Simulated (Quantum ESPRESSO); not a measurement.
# GeN (Cmmm) in Quantum ESPRESSO: phonons with RPBE

Aim: the phonons of GeN with RPBE.

Everything below comes from runs of Quantum ESPRESSO 7.5. Logs are shortened: lines on timing, memory, paths and dates and some standing lists are left out, and cuts for length are marked.

**1. The structure**

It takes space group Cmmm (No. 65, orthorhombic). Conventional cell: a = 5.136 Å, b = 6.148 Å, c = 3.113 Å, α = 90.00°, β = 90.00°, γ = 90.00°. Ge (site symmetry 2/m) is surrounded by 4 N at 2.26 Å and 2 Ge at 2.57 Å. N (site symmetry 2mm) has 1 N at 1.42 Å as nearest neighbours.

The cell was built by a generator and needn't be a form met in nature.

**2. Phonons, RPBE**

Contents of pw.in:

```
&CONTROL
  calculation = 'scf'
  prefix = 'pwscf'
  outdir = './tmp'
  pseudo_dir = './pseudo'
  tprnfor = .true.
  tstress = .true.
  disk_io = 'low'
/
&SYSTEM
  ibrav = 0
  celldm(1) = 8
  nat = 4
  ntyp = 2
  ecutwfc = 45
  ecutrho = 360
  nbnd = 27
  input_dft = 'rpbe'
  occupations = 'smearing'
  smearing = 'fd'
  degauss = 0.00367493
/
&ELECTRONS
  conv_thr = 8d-10
  electron_maxstep = 120
  mixing_beta = 0.5
/
ATOMIC_SPECIES
Ge    72.6300 ge_pbe_v1.4.uspp.F.UPF
N     14.0070 n_pbe_v1.2.uspp.F.UPF
CELL_PARAMETERS alat
  0.6066044481625  -0.7261107282839   0.0000000000000
  0.6066044481625   0.7261107282839   0.0000000000000
  0.0000000000000   0.0000000000000   0.7354554239701
ATOMIC_POSITIONS crystal
Ge     0.0000000000    0.5000000000    0.5000000000
Ge     0.5000000000    0.0000000000    0.5000000000
N      0.6386100000    0.6386100000    0.0000000000
N      0.3613900000    0.3613900000    0.0000000000
K_POINTS automatic
4 4 4 1 1 1
```

Contents of relax.in:

```
&CONTROL
  calculation = 'relax'
  prefix = 'pwscf'
  outdir = './tmp'
  pseudo_dir = './pseudo'
  tprnfor = .true.
  tstress = .true.
  disk_io = 'low'
  nstep = 40
  forc_conv_thr = 0.0001
  etot_conv_thr = 1d-06
/
&SYSTEM
  ibrav = 0
  celldm(1) = 8
  nat = 4
  ntyp = 2
  ecutwfc = 45
  ecutrho = 360
  nbnd = 27
  input_dft = 'rpbe'
  occupations = 'smearing'
  smearing = 'fd'
  degauss = 0.00367493
/
&ELECTRONS
  conv_thr = 8d-10
  electron_maxstep = 120
  mixing_beta = 0.5
/
&IONS
  ion_dynamics = 'bfgs'
/
ATOMIC_SPECIES
Ge    72.6300 ge_pbe_v1.4.uspp.F.UPF
N     14.0070 n_pbe_v1.2.uspp.F.UPF
CELL_PARAMETERS alat
  0.6066044481625  -0.7261107282839   0.0000000000000
  0.6066044481625   0.7261107282839   0.0000000000000
  0.0000000000000   0.0000000000000   0.7354554239701
ATOMIC_POSITIONS crystal
Ge     0.0000000000    0.5000000000    0.5000000000
Ge     0.5000000000    0.0000000000    0.5000000000
N      0.6386100000    0.6386100000    0.0000000000
N      0.3613900000    0.3613900000    0.0000000000
K_POINTS automatic
4 4 4 1 1 1
```

Contents of scf2.in:

```
&CONTROL
  calculation = 'scf'
  prefix = 'pwscf'
  outdir = './tmp'
  pseudo_dir = './pseudo'
  tprnfor = .true.
  tstress = .true.
  disk_io = 'low'
/
&SYSTEM
  ibrav = 0
  celldm(1) = 8
  nat = 4
  ntyp = 2
  ecutwfc = 45
  ecutrho = 360
  nbnd = 27
  input_dft = 'rpbe'
  occupations = 'smearing'
  smearing = 'fd'
  degauss = 0.00367493
/
&ELECTRONS
  conv_thr = 1d-13
  electron_maxstep = 120
  mixing_beta = 0.5
  startingpot = 'file'
  startingwfc = 'file'
/
ATOMIC_SPECIES
Ge    72.6300 ge_pbe_v1.4.uspp.F.UPF
N     14.0070 n_pbe_v1.2.uspp.F.UPF
CELL_PARAMETERS alat
  0.6066044481625  -0.7261107282839   0.0000000000000
  0.6066044481625   0.7261107282839   0.0000000000000
  0.0000000000000   0.0000000000000   0.7354554239701
ATOMIC_POSITIONS crystal
Ge     0.0000000000    0.5000000000    0.5000000000
Ge     0.5000000000    0.0000000000    0.5000000000
N      0.6396638696    0.6396638696    0.0000000000
N      0.3603361304    0.3603361304    0.0000000000
K_POINTS automatic
4 4 4 1 1 1
```

Contents of ph.in:

```
phonons of GeN
&INPUTPH
  prefix = 'pwscf'
  outdir = './tmp'
  tr2_ph = 1d-18
  fildyn = 'dyn'
  niter_ph = 90
  alpha_mix(1) = 0.4
/
0.0000000000 0.0000000000 0.0000000000
```

Contents of dynmat.in:

```
&INPUT
  fildyn = 'dyn'
  asr = 'crystal'
  filout = 'dynmat.disp'
  fileig = 'dynmat.eig'
/
```

Contents of relax_v0.99.in:

```
&CONTROL
  calculation = 'relax'
  prefix = 'pwscf'
  outdir = './tmp'
  pseudo_dir = './pseudo'
  tprnfor = .true.
  tstress = .true.
  disk_io = 'low'
  nstep = 30
  forc_conv_thr = 0.0001
  etot_conv_thr = 1d-06
/
&SYSTEM
  ibrav = 0
  celldm(1) = 8
  nat = 4
  ntyp = 2
  ecutwfc = 45
  ecutrho = 360
  nbnd = 27
  input_dft = 'rpbe'
  occupations = 'smearing'
  smearing = 'fd'
  degauss = 0.00367493
/
&ELECTRONS
  conv_thr = 1d-13
  electron_maxstep = 120
  mixing_beta = 0.5
/
&IONS
  ion_dynamics = 'bfgs'
/
ATOMIC_SPECIES
Ge    72.6300 ge_pbe_v1.4.uspp.F.UPF
N     14.0070 n_pbe_v1.2.uspp.F.UPF
CELL_PARAMETERS alat
  0.6045756555806  -0.7236822461780   0.0000000000000
  0.6045756555806   0.7236822461780   0.0000000000000
  0.0000000000000   0.0000000000000   0.7329956884634
ATOMIC_POSITIONS crystal
Ge     0.0000000000    0.5000000000    0.5000000000
Ge     0.5000000000    0.0000000000    0.5000000000
N      0.6396638696    0.6396638696    0.0000000000
N      0.3603361304    0.3603361304    0.0000000000
K_POINTS automatic
4 4 4 1 1 1
```

Contents of ph_v0.99.in:

```
phonons at 0.99 of the volume
&INPUTPH
  prefix = 'pwscf'
  outdir = './tmp'
  tr2_ph = 1d-18
  fildyn = 'dyn_v0.99'
  niter_ph = 90
  alpha_mix(1) = 0.4
/
0.0000000000 0.0000000000 0.0000000000
```

Contents of relax_v1.01.in:

```
&CONTROL
  calculation = 'relax'
  prefix = 'pwscf'
  outdir = './tmp'
  pseudo_dir = './pseudo'
  tprnfor = .true.
  tstress = .true.
  disk_io = 'low'
  nstep = 30
  forc_conv_thr = 0.0001
  etot_conv_thr = 1d-06
/
&SYSTEM
  ibrav = 0
  celldm(1) = 8
  nat = 4
  ntyp = 2
  ecutwfc = 45
  ecutrho = 360
  nbnd = 27
  input_dft = 'rpbe'
  occupations = 'smearing'
  smearing = 'fd'
  degauss = 0.00367493
/
&ELECTRONS
  conv_thr = 1d-13
  electron_maxstep = 120
  mixing_beta = 0.5
/
&IONS
  ion_dynamics = 'bfgs'
/
ATOMIC_SPECIES
Ge    72.6300 ge_pbe_v1.4.uspp.F.UPF
N     14.0070 n_pbe_v1.2.uspp.F.UPF
CELL_PARAMETERS alat
  0.6086197601469  -0.7285230739947   0.0000000000000
  0.6086197601469   0.7285230739947   0.0000000000000
  0.0000000000000   0.0000000000000   0.7378988154246
ATOMIC_POSITIONS crystal
Ge     0.0000000000    0.5000000000    0.5000000000
Ge     0.5000000000    0.0000000000    0.5000000000
N      0.6396638696    0.6396638696    0.0000000000
N      0.3603361304    0.3603361304    0.0000000000
K_POINTS automatic
4 4 4 1 1 1
```

Contents of ph_v1.01.in:

```
phonons at 1.01 of the volume
&INPUTPH
  prefix = 'pwscf'
  outdir = './tmp'
  tr2_ph = 1d-18
  fildyn = 'dyn_v1.01'
  niter_ph = 90
  alpha_mix(1) = 0.4
/
0.0000000000 0.0000000000 0.0000000000
```

Potentials or basis: GBRV 1.5 PBE.

Launch:

```sh
> OMP_NUM_THREADS=1 pw.x -in pw.in > pw.out
> OMP_NUM_THREADS=1 pw.x -in relax.in > relax.out
> OMP_NUM_THREADS=1 pw.x -in scf2.in > scf2.out
> OMP_NUM_THREADS=1 ph.x -in ph.in > ph.out
> OMP_NUM_THREADS=1 dynmat.x -in dynmat.in > dynmat.out
> OMP_NUM_THREADS=1 pw.x -in relax_v0.99.in > relax_v0.99.out
> OMP_NUM_THREADS=1 ph.x -in ph_v0.99.in > ph_v0.99.out
> OMP_NUM_THREADS=1 pw.x -in relax_v1.01.in > relax_v1.01.out
> OMP_NUM_THREADS=1 ph.x -in ph_v1.01.in > ph_v1.01.out
```

pw.out:

```text
This program is part of the open-source Quantum ESPRESSO suite
     for quantum simulation of materials; please cite
         "P. Giannozzi et al., J. Phys.:Condens. Matter 21 395502 (2009);
         "P. Giannozzi et al., J. Phys.:Condens. Matter 29 465901 (2017);
         "P. Giannozzi et al., J. Chem. Phys. 152 154105 (2020);
     in publications or presentations arising from this work. More details at

     IMPORTANT: XC functional enforced from input :
     Exchange-correlation= RPBE
                           (   1   4  44   4   0   0   0)
     Any further DFT definition will be discarded
     Please, verify this is what you really want

     Message from routine setup:
     using ibrav=0 with symmetry is DISCOURAGED, use correct ibrav instead

     G-vector sticks info
     --------------------
     sticks:   dense  smooth     PW     G-vecs:    dense   smooth      PW
     Sum        1619     813    243                38221    13553    2199

     Using Slab Decomposition

     bravais-lattice index     =            0
     lattice parameter (alat)  =       8.0000  a.u.
     unit-cell volume          =     331.7147 (a.u.)^3
     number of atoms/cell      =            4
     number of atomic types    =            2
     number of electrons       =        38.00
     number of Kohn-Sham states=           27
     kinetic-energy cutoff     =      45.0000  Ry
     charge density cutoff     =     360.0000  Ry
     scf convergence threshold =      8.0E-10
     mixing beta               =       0.5000
     number of iterations used =            8  plain     mixing
     Exchange-correlation= RPBE
                           (   1   4  44   4   0   0   0)

     celldm(1)=   8.000000  celldm(2)=   0.000000  celldm(3)=   0.000000
     celldm(4)=   0.000000  celldm(5)=   0.000000  celldm(6)=   0.000000

     crystal axes: (cart. coord. in units of alat)
               a(1) = (   0.606604  -0.726111   0.000000 )
               a(2) = (   0.606604   0.726111   0.000000 )
               a(3) = (   0.000000   0.000000   0.735455 )

     reciprocal axes: (cart. coord. in units 2 pi/alat)
               b(1) = (  0.824260 -0.688600  0.000000 )
               b(2) = (  0.824260  0.688600 -0.000000 )
               b(3) = ( -0.000000  0.000000  1.359702 )

     PseudoPot. # 1 for Ge read from file:
     ge_pbe_v1.4.uspp.F.UPF
     Pseudo is Ultrasoft + core correction, Zval = 14.0
     Generated by new atomic code, or converted to UPF format
     Using radial grid of  873 points,  6 beta functions with:
                l(1) =   0
                l(2) =   0
                l(3) =   1
                l(4) =   1
                l(5) =   2
                l(6) =   2
     Q(r) pseudized with  8 coefficients,  rinner =    1.400   1.400   1.400
                                                       1.400   1.400

     PseudoPot. # 2 for N  read from file:
     n_pbe_v1.2.uspp.F.UPF
     Pseudo is Ultrasoft + core correction, Zval =  5.0
     Generated by new atomic code, or converted to UPF format
     Using radial grid of  729 points,  4 beta functions with:
                l(1) =   0
                l(2) =   0
                l(3) =   1
                l(4) =   1
     Q(r) pseudized with  8 coefficients,  rinner =    0.900   0.900   0.900

     atomic species   valence    mass     pseudopotential
     Ge               14.00    72.63000     Ge( 1.00)
     N                 5.00    14.00700     N ( 1.00)

      8 Sym. Ops., with inversion, found

   Cartesian axes

     site n.     atom                  positions (alat units)
         1        Ge     tau(   1) = (   0.3033022   0.3630554   0.3677277  )
         2        Ge     tau(   2) = (   0.3033022  -0.3630554   0.3677277  )
         3        N      tau(   3) = (   0.7747673   0.0000000   0.0000000  )
         4        N      tau(   4) = (   0.4384416  -0.0000000   0.0000000  )

     number of k points=    12  Fermi-Dirac smearing, width (Ry)=  0.0037
                       cart. coord. in units 2pi/alat
        k(    1) = (   0.2060651   0.0000000   0.1699627), wk =   0.1250000
        k(    2) = (   0.2060651   0.0000000   0.5098881), wk =   0.1250000
        k(    3) = (   0.4121302   0.1721501   0.1699627), wk =   0.2500000
        k(    4) = (   0.4121302   0.1721501   0.5098881), wk =   0.2500000
        k(    5) = (  -0.2060651  -0.3443001   0.1699627), wk =   0.2500000
        k(    6) = (  -0.2060651  -0.3443001   0.5098881), wk =   0.2500000
        k(    7) = (   0.0000000  -0.1721501   0.1699627), wk =   0.1250000
        k(    8) = (   0.0000000  -0.1721501   0.5098881), wk =   0.1250000
        k(    9) = (   0.6181953   0.0000000   0.1699627), wk =   0.1250000
        k(   10) = (   0.6181953   0.0000000   0.5098881), wk =   0.1250000
        k(   11) = (   0.0000000  -0.5164502   0.1699627), wk =   0.1250000
        k(   12) = (   0.0000000  -0.5164502   0.5098881), wk =   0.1250000

     Dense  grid:    38221 G-vectors     FFT dimensions: (  45,  45,  36)

     Smooth grid:    13553 G-vectors     FFT dimensions: (  36,  36,  25)

     Initial potential from superposition of free atoms

     starting charge      37.9982, renormalised to      38.0000
     Starting wfcs are   26 randomized atomic wfcs +    1 random wfcs

     Self-consistent Calculation

     iteration #  1     ecut=    45.00 Ry     beta= 0.50
     Davidson diagonalization with overlap
     ethr =  1.00E-02,  avg # of iterations =  3.8

     total energy              =    -467.40776804 Ry
     estimated scf accuracy    <       0.61884150 Ry
[... 50 lines left out ...]
     iteration #  9     ecut=    45.00 Ry     beta= 0.50
     Davidson diagonalization with overlap
     ethr =  7.87E-12,  avg # of iterations =  2.7

     End of self-consistent calculation

          k = 0.2061 0.0000 0.1700 (  1689 PWs)   bands (ev):

   -13.5721 -13.5524 -13.5192 -13.5110 -13.4960 -13.4906 -13.4686 -13.3919
   -13.3915 -13.3145  -8.3242  -1.0695   1.8111   2.7971   5.6674   6.5918
     8.1095  10.3581  10.6078  14.2099  14.2503  16.4025  17.8469  18.0646
    18.5237  18.7839  19.5624
[... 17 lines left out ...]
   -13.5635 -13.5170 -13.5146 -13.4704 -13.4551 -13.4509 -13.4465 -13.4358
   -13.4280 -13.4180  -7.6068  -0.6500   1.3582   3.0996   5.0752   5.6265
     7.1935   9.2470  10.8637  13.5507  14.4090  15.1247  16.9775  17.3476
    18.3106  18.7559  23.1042

          k =-0.2061-0.3443 0.1700 (  1690 PWs)   bands (ev):

   -13.5570 -13.5281 -13.5179 -13.5132 -13.4967 -13.4929 -13.4714 -13.4027
   -13.3906 -13.3354  -8.1378  -1.6315   1.1004   4.0797   5.8496   6.1831
     8.5191   9.5791  10.6496  13.5938  14.6434  16.0419  16.7750  18.2263
    19.1004  20.1076  22.3038

          k =-0.2061-0.3443 0.5099 (  1685 PWs)   bands (ev):

   -13.5588 -13.5431 -13.5239 -13.4979 -13.4908 -13.4857 -13.4805 -13.4034
   -13.4000 -13.3146  -7.6165  -0.5038   0.9353   3.6878   4.7542   5.9388
     7.6613   8.8809  10.1984  12.5035  14.1396  16.1413  16.3521  17.8058
    18.6962  20.6971  20.9901

          k = 0.0000-0.1722 0.1700 (  1681 PWs)   bands (ev):

   -13.6093 -13.5518 -13.5304 -13.5047 -13.5024 -13.4992 -13.4827 -13.3769
   -13.3739 -13.2752  -8.3423  -0.6269   0.6184   4.8079   5.2759   5.7045
     8.0935   9.7064  10.4145  14.4928  15.9328  16.1815  16.3418  17.4983
    18.7573  19.6604  20.7814

          k = 0.0000-0.1722 0.5099 (  1691 PWs)   bands (ev):

   -13.5989 -13.5375 -13.5366 -13.5253 -13.5050 -13.5007 -13.4636 -13.3846
   -13.3755 -13.2592  -7.7972   0.0225   0.2279   4.1777   6.1107   6.3591
     7.7711   8.3902   9.7304  11.0882  13.6350  14.7874  18.1711  18.4784
    19.5691  19.7702  19.9099
[... 10 lines left out ...]
   -13.5956 -13.5323 -13.5169 -13.4982 -13.4951 -13.4721 -13.4622 -13.4103
   -13.4015 -13.3240  -7.4462  -0.7534   2.0821   2.4796   4.7825   5.4918
     5.8696   9.4376  10.7832  13.4869  15.2567  16.1401  16.9559  18.4899
    18.5465  20.2725  20.8949

          k = 0.0000-0.5165 0.1700 (  1696 PWs)   bands (ev):

   -13.5955 -13.5329 -13.5325 -13.5101 -13.4963 -13.4886 -13.4811 -13.3897
   -13.3725 -13.3034  -7.9735  -1.5726   0.0596   4.3114   5.7871   7.8747
     8.2715   9.4565   9.8737  12.7604  13.6523  15.4446  18.8787  20.0752
    20.3454  20.8091  21.2760

          k = 0.0000-0.5165 0.5099 (  1701 PWs)   bands (ev):

   -13.5951 -13.5813 -13.5096 -13.5046 -13.5026 -13.4934 -13.4734 -13.3879
   -13.3831 -13.2761  -7.4567  -0.6158   1.2867   3.2632   5.1554   5.5170
     5.9978   8.4886  10.4207  14.4289  14.6461  16.0312  17.0505  17.2609
    19.4038  20.0591  23.4740

     the Fermi energy is    11.1736 ev

!    total energy              =    -467.64308740 Ry
     estimated scf accuracy    <          2.6E-10 Ry
     smearing contrib. (-TS)   =      -0.00083887 Ry
     internal energy E=F+TS    =    -467.64224852 Ry

     The total energy is F=E-TS. E is the sum of the following terms:
     one-electron contribution =    -232.66620979 Ry
     hartree contribution      =     152.73357303 Ry
     xc contribution           =    -127.63130397 Ry
     ewald contribution        =    -260.07830779 Ry

     convergence has been achieved in   9 iterations

     Forces acting on atoms (cartesian axes, Ry/au):

     atom    1 type  1   force =     0.00000000    0.00000000    0.00000000
     atom    2 type  1   force =     0.00000000    0.00000000    0.00000000
     atom    3 type  2   force =     0.00819985    0.00000000    0.00000000
     atom    4 type  2   force =    -0.00819985   -0.00000000    0.00000000

     Total force =     0.011596     Total SCF correction =     0.000005

     Computing stress (Cartesian axis) and pressure

          total   stress  (Ry/bohr**3)                   (kbar)     P=       29.59
   0.00024054   0.00000000   0.00000000           35.38        0.00        0.00
   0.00000000   0.00022096   0.00000000            0.00       32.50        0.00
   0.00000000   0.00000000   0.00014191            0.00        0.00       20.88

=------------------------------------------------------------------------------=
   JOB DONE.
=------------------------------------------------------------------------------=
```

It took 10 min on 1 thread of Intel Xeon 6975P-C (Granite Rapids), shared host; peak memory 0.19 GiB.

Results:

```
Free energy                   : -6362.6095 eV
Pressure after relaxing       : 2.5 GPa
Band gap on the k mesh        : none (metal or under the smearing width)
Highest phonon frequency at Γ : 854 cm⁻¹
Most unstable mode            : 109i cm⁻¹
```

Stress tensor (GPa, compression positive):
```
2.27 0.00 0.00
0.00 3.17 0.00
0.00 0.00 2.00
```

The path:
| step | energy change (eV) | largest force (eV/Å) | pressure (GPa) |
| --- | --- | --- | --- |
| 1 | 0.0000 | 0.2108 | 2.96 |
| 2 | -0.0011 | 0.0409 | 2.57 |
| 3 | -0.0011 | 0.0014 | 2.49 |
| 4 | -0.0011 | 0.0003 | 2.48 |

Final structure:
```
CELL_PARAMETERS angstrom
2.56801 -3.07393 0.00000
2.56801 3.07393 0.00000
0.00000 0.00000 3.11349
ATOMIC_POSITIONS crystal
Ge 0.00000 0.50000 0.50000
Ge 0.50000 0.00000 0.50000
N 0.63966 0.63966 0.00000
N 0.36034 0.36034 0.00000
```

Levels at points of the mesh, in eV from the Fermi level:
| k point | band 15 | band 16 | band 17 | band 18 | band 19 | band 20 | band 21 | band 22 | band 23 | band 24 |
| --- | --- | --- | --- | --- | --- | --- | --- | --- | --- | --- |
| (0.12, 0.12, 0.12) | -5.45 | -4.55 | -3.04 | -0.81 | -0.59 | 3.04 | 3.08 | 5.26 | 6.64 | 6.92 |

Phonon frequencies in cm⁻¹ (negative: imaginary):
```csv
q point,frequencies
"(0.000, 0.000, 0.000)",-109 -97 -25 -5 2 2 208 297 343 520 527 854
```

Mode Grüneisen parameters of phonons at Γ, in order of frequency: n/a, n/a, n/a, n/a, n/a, n/a, 1.07, 1.57, 1.24, 0.62, 1.03, 0.13

Optical modes at Γ, degenerate ones joined:
| cm⁻¹ | components | symmetry | active in |
| --- | --- | --- | --- |
| 109i | 1 | B3u | IR |
| 97i | 1 | B1u | IR |
| 25i | 1 | Au | silent |
| 208 | 1 | B2u | IR |
| 297 | 1 | B3u | IR |
| 343 | 1 | B2u | IR |
| 520 | 1 | B1g | Raman |
| 527 | 1 | B3g | Raman |
| 854 | 1 | Ag | Raman |

Frequencies at 99 % and 101 % of the volume (pressures 3.4 and 1.6 GPa), ions relaxed:
```csv
mode,99 % (cm⁻¹),101 % (cm⁻¹),Grüneisen parameter
7,210.4,205.9,1.07
8,302.2,292.8,1.57
9,346.9,338.4,1.24
10,523.3,516.8,0.62
11,532.6,521.8,1.03
12,855.5,853.4,0.13
```

Caveat: the k mesh is coarse (spacing up to 0.50 Å⁻¹), so the values aren't converged; the mesh is thin for the phonons of a metal; the potentials were made for another functional, which shifts forces and pressure; some modes are imaginary.
